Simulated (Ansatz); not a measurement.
Below is the output of a Python script on the Python package of Ansatz (0.2.0) that makes a convergence test of the k-point mesh of MoPd, space group R-3m. Write a script that gives it. Use (first run): r2SCAN, PAW, cutoff 550 eV, 3×3×3 k-points, cold smearing of 0.1 eV. The script varies spacing (1/A): 1.0, 0.6, 0.4, 0.3.

Input file `mopd.cif`:
```cif
data_MoPd
_cell_length_a 4.913389
_cell_length_b 4.913389
_cell_length_c 4.913389
_cell_angle_alpha 32.81008
_cell_angle_beta 32.81008
_cell_angle_gamma 32.81008
_symmetry_space_group_name_H-M 'P 1'
_symmetry_Int_Tables_number 1
loop_
_symmetry_equiv_pos_as_xyz
'x, y, z'
loop_
_atom_site_label
_atom_site_type_symbol
_atom_site_fract_x
_atom_site_fract_y
_atom_site_fract_z
Mo1 Mo    0.000000    0.000000    0.000000
Pd2 Pd    0.500000    0.500000    0.500000
```

```console
$ python kconv_mopd.py
1.0: +113.73 meV/atom
0.6: -55.10 meV/atom
0.4: +32.21 meV/atom
```

One script that gives this output:

`kconv_mopd.py`
```python
# -*- coding: utf-8 -*-
"""k-point test for MoPd."""

import csv
import warnings

import ansatz as az
from ase.io import read

FILLING = "Marzari-Vanderbilt"
WIDTH_EV = 0.1
CUTOFF_EV = 550

warnings.simplefilter("ignore", az.DeckWarning)

atoms = read("mopd.cif")
mopd = az.Crystal.from_ase(atoms)

setup = (
    mopd.calculation()
    .functional(az.Functional.R2SCAN)
    .occupations(FILLING, width=WIDTH_EV)
    .basis(CUTOFF_EV)
    .forces()
    .stress()
)

rows = []
for value in [1.0, 0.6, 0.4, 0.3]:
    summary = setup.kpoints(spacing=value).run(threads=1, pin="off").report
    rows.append((value, summary["free_energy_ev"] / len(summary["lattice"]["sites"]), summary["n_iterations"], sum(summary["stress_gpa"][i][i] for i in range(3)) / 3, max(abs(f) for row in summary["forces_ev_ang"] for f in row), summary["n_kpoints"]))

with open("kconv.csv", "w", newline="") as handle:
    writer = csv.writer(handle)
    writer.writerow(["spacing (1/A)", "F/atom (eV)", "iterations", "P (GPa)", "max component (eV/A)", "k-points"])
    writer.writerows([round(v, 5) if isinstance(v, float) else v for v in row] for row in rows)

# the last row is the reference
for row in rows[:-1]:
    shift = 1000 * (row[1] - rows[-1][1])
    print(f"{row[0]}: {shift:+.2f} meV/atom" + ("  (within 5 meV)" if abs(shift) < 5 else ""))
```

What to keep in mind:
- No spin polarisation was allowed.
- Forces vanish by symmetry here and test nothing.
- Pressure is positive in compression.
- At these settings the cell as given stands under about -6 GPa, so it isn't at this functional's equilibrium volume.
- This cell is a computed structure, which may not be the phase found in nature.
- Shifts are counted from the finest mesh, which is itself no proven limit.
- Finished in 20 s on 1 thread of Arm Neoverse V1, with other jobs on the host, peak memory 0.58 GiB.
